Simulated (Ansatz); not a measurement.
# BGeH5Si: one species, many methods

One table from this session's results is given with a row withheld; the runs are named, their logs left out.

Computed with Ansatz 0.2.0, Gaussian basis. Level: functionals in def2-TZVPP, the program's frozen cores in correlated methods.

Levels to be run: LDA (SPW92), PBE-D4, revPBE-D4, BLYP-D4, r2SCAN-D4, B97M-V, PBE0-D4, B3LYP-D4, r2SCANh-D4, r2SCAN0-D4, HSE06-D4, BHLYP-D4, CAM-B3LYP-D4, LC-ωPBE, ωB97X-V, ωB97M-V, B2PLYP, PBE-QIDH; CCSD(T)/def2-SVP; CCSD(T)/def2-TZVPP; MP2/def2-QZVPP; extrapolation to the limit; RPA on PBE.

## Structure used throughout

The geometry comes from an earlier relaxation with PBE0-D4 in a triple-zeta def2 set; it is a stationary point, not always the lowest conformer.

SMILES `[BH]1[SiH2][GeH2]1`, 8 atoms, charge 0, spin multiplicity 1.

Atoms are counted from 1 here; the program's logs count them from 0.

Bond lengths: B1–Si2 1.872 Å, B1–Ge3 1.935 Å, B1–H4 1.188 Å, Si2–Ge3 2.760 Å, Si2–H5 1.489 Å, Si2–H6 1.483 Å, Ge3–H7 1.540 Å, Ge3–H8 1.535 Å. Angles: Si2–B1–Ge3 92.9°, Si2–B1–H4 129.0°, Ge3–B1–H4 123.6°, B1–Si2–Ge3 44.5°, B1–Si2–H5 127.4°, B1–Si2–H6 122.7°, Ge3–Si2–H5 146.3°, Ge3–Si2–H6 86.5°, H5–Si2–H6 109.9°, B1–Ge3–Si2 42.6°, B1–Ge3–H7 125.7°, B1–Ge3–H8 124.9°, Si2–Ge3–H7 143.9°, Si2–Ge3–H8 89.1°, H7–Ge3–H8 109.0°.

Coordinates:

```xyz
8

B    -0.8242   -0.1374   -0.8301
Si   -0.1827    1.3704    0.0748
Ge    0.2407   -1.3521    0.2360
H    -1.0216   -0.2840   -1.9927
H     0.2635    2.6597   -0.5205
H     0.0169    1.3979    1.5444
H     1.0945   -2.5131   -0.3080
H     0.5051   -1.1986    1.7404
```

Set-up of the first run:

in.yaml

```yaml
crystal:
  periodic: [false, false, false]
  atoms:
    - {symbol: B, position_ang: [-0.824211, -0.137374, -0.830064]}
    - {symbol: Si, position_ang: [-0.182702, 1.370390, 0.074767]}
    - {symbol: Ge, position_ang: [0.240703, -1.352081, 0.235955]}
    - {symbol: H, position_ang: [-1.021633, -0.284039, -1.992732]}
    - {symbol: H, position_ang: [0.263507, 2.659715, -0.520452]}
    - {symbol: H, position_ang: [0.016930, 1.397923, 1.544392]}
    - {symbol: H, position_ang: [1.094534, -2.513100, -0.307997]}
    - {symbol: H, position_ang: [0.505072, -1.198634, 1.740432]}
basis:
  gaussian: {orbitals: def2-TZVPP}
hamiltonian: {xc: lda}
output: {orbitals: {seedname: orbitals}}
```

The run is started by

```sh
$ ansatz run in.yaml --threads 2 --pin off --events-out ev --progress --plain --max-ram 4352MiB
```

Steps of the session up to this table: LDA; PBE-D4 (GGA); revPBE-D4 (GGA); BLYP-D4 (GGA); r2SCAN-D4 (meta-GGA); B97M-V (meta-GGA); PBE0-D4 (hybrid); B3LYP-D4 (hybrid); r2SCANh-D4 (hybrid); r2SCAN0-D4 (hybrid); HSE06-D4 (hybrid); BHLYP-D4 (hybrid); CAM-B3LYP-D4 (range-separated); LC-ωPBE (range-separated); ωB97X-V (range-separated); ωB97M-V (range-separated); B2PLYP (double hybrid); PBE-QIDH (double hybrid).

One table of the session follows, with a row left open; its other results are not shown here.

It belongs to the step «Frontier levels by functional». 

```
  functional  HOMO (eV)  LUMO (eV)  gap (eV)
 LDA (SPW92)      -5.91      -2.93      2.99
      PBE-D4      -5.75      -2.71      3.04
   revPBE-D4      -5.69      -2.63      3.07
     BLYP-D4      -5.56      -2.57      2.98
   r2SCAN-D4      -5.92      -2.58      3.34
      B97M-V      -5.86      -2.54      3.32
     PBE0-D4      -6.52      -1.96      4.56
    B3LYP-D4          ?          ?         ?
  r2SCANh-D4      -6.21      -2.31      3.90
  r2SCAN0-D4      -6.64      -1.90      4.74
    HSE06-D4      -6.14      -2.32      3.82
    BHLYP-D4      -7.08      -1.09      5.99
CAM-B3LYP-D4      -7.55      -0.98      6.57
     LC-ωPBE      -8.70       0.02      8.72
     ωB97X-V      -8.45      -0.03      8.41
     ωB97M-V      -8.36      -0.20      8.16
```

Estimate the missing values for B3LYP-D4.

Worked estimate for «HOMO (eV)». Against the share of exact exchange, BLYP-D4 (0, -5.56), BHLYP-D4 (0.5, -7.08) give a slope of -3.04 per unit share; at 0.2 the line stands at -6.17.

As computed: HOMO (eV): -6.32; LUMO (eV): -2.13; gap (eV): 4.19. In «HOMO (eV)» the line misses by +0.15.
